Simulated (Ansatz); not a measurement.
# H2Br (doublet): wave-function methods side by side at distance Br1–H2 along a hydrogen transfer = 1.499 Å, 6-31G

How much of the correlation energy of H2Br (doublet) does each wave-function method recover here?

The runs use Ansatz 0.2.0, Gaussian basis; 6-31G, core rule «outside noble gas», up to 14 orbitals frozen.

To be run: UHF; CCSD(T) on ROHF; CCSD(T) on UHF; BCCD(T) on ROHF; CISD; CCSDT(Q) on ROHF; CCSDT(Q) on UHF; CISDTQ; CCSDTQ on ROHF; CASSCF and MRCISD+Q, 3 electrons in 3 orbitals; CASSCF and NEVPT2, 3 electrons in 3 orbitals; CASSCF and MRCISD+Q, 9 electrons in 6 orbitals; CASSCF and NEVPT2, 9 electrons in 6 orbitals; Full CI.

6 further runs of the same task are left out: 5 that didn't finish, 1 set aside as unsound or not needed.

## (1) The system

The geometry derives from fragments relaxed apart (PBE0/def2-TZVP) and kept rigid, so it is no stationary point. A hydrogen atom is moved between rigid fragments. No spin-orbit coupling is included. The filled d shell of Br may be among the frozen orbitals whatever the setting's name suggests; the logs give the count.

3 atoms, charge 0, spin multiplicity 2.

Atoms are counted from 1 here; the program's logs count them from 0.

Bond lengths: Br1–H2 1.499 Å.

## (2) UHF

File in.yaml:

```yaml
crystal:
  periodic: [false, false, false]
  atoms:
    - {symbol: Br, position_ang: [0.000000, 0.000000, -1.313000]}
    - {symbol: H, position_ang: [0.000000, 0.000000, 0.186000]}
    - {symbol: H, position_ang: [0.000000, 0.000000, 1.127000]}
basis:
  gaussian: {orbitals: 6-31G}
magnetization: {spin_polarized: true, initial_magnetization: 1}
hamiltonian: {xc: hf}
output: {orbitals: {seedname: orbitals}}
```

Launch:

```bash
> ansatz run in.yaml --threads 1 --pin off --events-out ev --progress --plain --max-ram 2393MiB
```

Further steps of the session: CCSD(T) on ROHF; CCSD(T) on UHF; BCCD(T) on ROHF; CISD; CCSDT(Q) on ROHF; CCSDT(Q) on UHF; CISDTQ; CCSDTQ on ROHF; CASSCF and MRCISD+Q, 3 electrons in 3 orbitals; CASSCF and NEVPT2, 3 electrons in 3 orbitals; CASSCF and MRCISD+Q, 9 electrons in 6 orbitals; CASSCF and NEVPT2, 9 electrons in 6 orbitals; Full CI.

Q: Predict the results of all the runs planned. Wanted: FCI below the RHF energy; RMP2 from FCI; UMP2 from FCI; RCCSD from FCI; RCCSD(T) from FCI; UCCSD(T) from FCI; RCCSDT(Q) from FCI; UCCSDT(Q) from FCI; NEVPT2 pair from FCI.

**Answer**, as computed:

| quantity | value |
| --- | --- |
| FCI below the RHF energy | -1.9147 eV |
| RMP2 from FCI | +8.66 kcal/mol |
| UMP2 from FCI | +8.84 kcal/mol |
| RCCSD from FCI | +0.56 kcal/mol |
| RCCSD(T) from FCI | +0.11 kcal/mol |
| UCCSD(T) from FCI | +0.10 kcal/mol |
| RCCSDT(Q) from FCI | 0.00 kcal/mol |
| UCCSDT(Q) from FCI | 0.00 kcal/mol |
| NEVPT2 pair from FCI | +4.36 kcal/mol |
| MRCISD+Q pair from FCI | +0.32 kcal/mol |
| NEVPT2 valence from FCI | +6.37 kcal/mol |
| levels within 1 kcal/mol (43 meV) | RCCSD, UCCSD, RCCSD(T), UCCSD(T), BCCD(T), RCCSDT, UCCSDT, CISDTQ, RCCSDT(Q), UCCSDT(Q), RCCSDTQ, MRCISD pair, MRCISD+Q pair, MRCISD valence, MRCISD+Q valence |
| T1 diagnostic | 0.022 |
| effectively unpaired electrons | 1.01 |

RCCSD(T) lands +0.11 kcal/mol from the yardstick (0.2 % of the correlation energy). One determinant dominates. Of the multireference levels listed MRCISD+Q valence comes nearest in total energy (+0.30 kcal/mol), which doesn't show that its space is the better one. These misses are within one basis, not against nature; the frozen cores of restricted and unrestricted runs differ, which can shift their rows.
